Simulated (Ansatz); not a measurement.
# C₂H₄BCl: one species, many methods

Aim: compute C₂H₄BCl with functionals from several rungs and with coupled cluster. The yardstick is the atomisation energy at the CCSD(T) limit.

Method: functionals in def2-TZVPP, the program's frozen cores in correlated methods; program: Ansatz 0.2.0, Gaussian basis.

The runs, in order: LDA (SPW92), PBE-D4, revPBE-D4, BLYP-D4, r2SCAN-D4, B97M-V, PBE0-D4, B3LYP-D4, r2SCANh-D4, r2SCAN0-D4, HSE06-D4, BHLYP-D4, CAM-B3LYP-D4, LC-ωPBE, ωB97X-V, ωB97M-V, B2PLYP, PBE-QIDH; CCSD(T)/def2-SVP; CCSD(T)/def2-TZVPP; MP2/def2-QZVPP; extrapolation to the limit; RPA on PBE.

## Step 1: The geometry

An earlier PBE0-D4 in a triple-zeta def2 set relaxation fixed the geometry.

SMILES `ClB1CC1`, 8 atoms, charge 0, spin multiplicity 1.

Atoms are counted from 1 here; the program's logs count them from 0.

Bond lengths: Cl1–B2 1.717 Å, B2–C3 1.513 Å, B2–C4 1.513 Å, C3–C4 1.562 Å, C3–H5 1.086 Å, C3–H6 1.086 Å, C4–H7 1.086 Å, C4–H8 1.086 Å. Angles: Cl1–B2–C3 148.9°, Cl1–B2–C4 148.9°, C3–B2–C4 62.1°, B2–C3–C4 58.9°, B2–C3–H5 120.4°, B2–C3–H6 120.4°, C4–C3–H5 117.0°, C4–C3–H6 117.0°, H5–C3–H6 112.7°, B2–C4–C3 58.9°, B2–C4–H7 120.4°, B2–C4–H8 120.4°, C3–C4–H7 117.0°, C3–C4–H8 117.0°, H7–C4–H8 112.7°.

## Step 2: LDA

This LDA is Slater exchange with PW92 correlation.

File in.yaml:

```yaml
crystal:
  periodic: [false, false, false]
  atoms:
    - {symbol: Cl, position_ang: [-2.492963, 0.742748, -0.419685]}
    - {symbol: B, position_ang: [-0.868601, 0.256381, -0.151999]}
    - {symbol: C, position_ang: [0.564674, 0.635234, 0.151611]}
    - {symbol: C, position_ang: [0.151335, -0.856990, -0.051372]}
    - {symbol: H, position_ang: [1.189731, 1.082855, -0.616086]}
    - {symbol: H, position_ang: [0.853673, 0.935026, 1.155114]}
    - {symbol: H, position_ang: [0.515255, -1.352287, -0.947284]}
    - {symbol: H, position_ang: [0.179096, -1.500065, 0.823901]}
basis:
  gaussian: {orbitals: def2-TZVPP}
hamiltonian: {xc: lda}
output: {orbitals: {seedname: orbitals}}
```

Run with:

```console
> ansatz run in.yaml --threads 2 --pin off --events-out ev --progress --plain --max-ram 4352MiB
```

The runs that follow: PBE-D4 (GGA); revPBE-D4 (GGA); BLYP-D4 (GGA); r2SCAN-D4 (meta-GGA); B97M-V (meta-GGA); B3LYP-D4 (hybrid); r2SCANh-D4 (hybrid); r2SCAN0-D4 (hybrid); HSE06-D4 (hybrid); BHLYP-D4 (hybrid); CAM-B3LYP-D4 (range-separated); LC-ωPBE (range-separated); ωB97X-V (range-separated); ωB97M-V (range-separated); B2PLYP (double hybrid); PBE-QIDH (double hybrid); CCSD(T) in def2-SVP; CCSD(T) in def2-TZVPP; MP2 in def2-QZVPP; RPA on PBE orbitals.

**Question.** What will the summary of the whole plan be? Wanted: atomisation energy, CCSD(T)/CBS; farthest beyond LDA; mean size of error, GGA; mean size of error, meta-GGA; mean size of error, hybrid; mean size of error, range-separated; mean size of error, double hybrid; gap, smallest and largest; T1 diagnostic.

The runs gave:

```
                               quantity                                      value
        atomisation energy, CCSD(T)/CBS                                  31.990 eV
    functionals within 0.160 eV (0.5 %)                            BLYP-D4, B2PLYP
                    farthest beyond LDA                         PBE-D4 (+1.151 eV)
                mean size of error, GGA                                   0.500 eV
           mean size of error, meta-GGA                                   0.573 eV
             mean size of error, hybrid                                   0.462 eV
    mean size of error, range-separated                                   0.347 eV
      mean size of error, double hybrid                                   0.241 eV
              gap, smallest and largest  3.71 eV (LDA (SPW92)), 11.24 eV (LC-ωPBE)
                          T1 diagnostic                                     0.0107
triples share of the correlation energy                                      4.2 %
```

What this shows: The LDA atomisation energy is off by 4.980 eV (16 %): it overbinds. PBE-D4 misses by +1.151 eV. Double hybrids carry the basis error of their MP2 part in triple zeta, and no dispersion term here, so their miss is partly the set-up's. By mean error the best rung here is double hybrid (0.241 eV) and the worst beyond LDA is meta-GGA (0.573 eV). The reference freezes the cores and leaves out relativity and excitations past (T), so misses under about 0.160 eV can't be ranked. Hartree-Fock recovers 76 % of the binding; the rest is correlation. CCSD(T) in def2-SVP is off by -1.179 eV, which most functionals beat. Orbital gaps span 3.7 to 11.2 eV; exact exchange widens them.
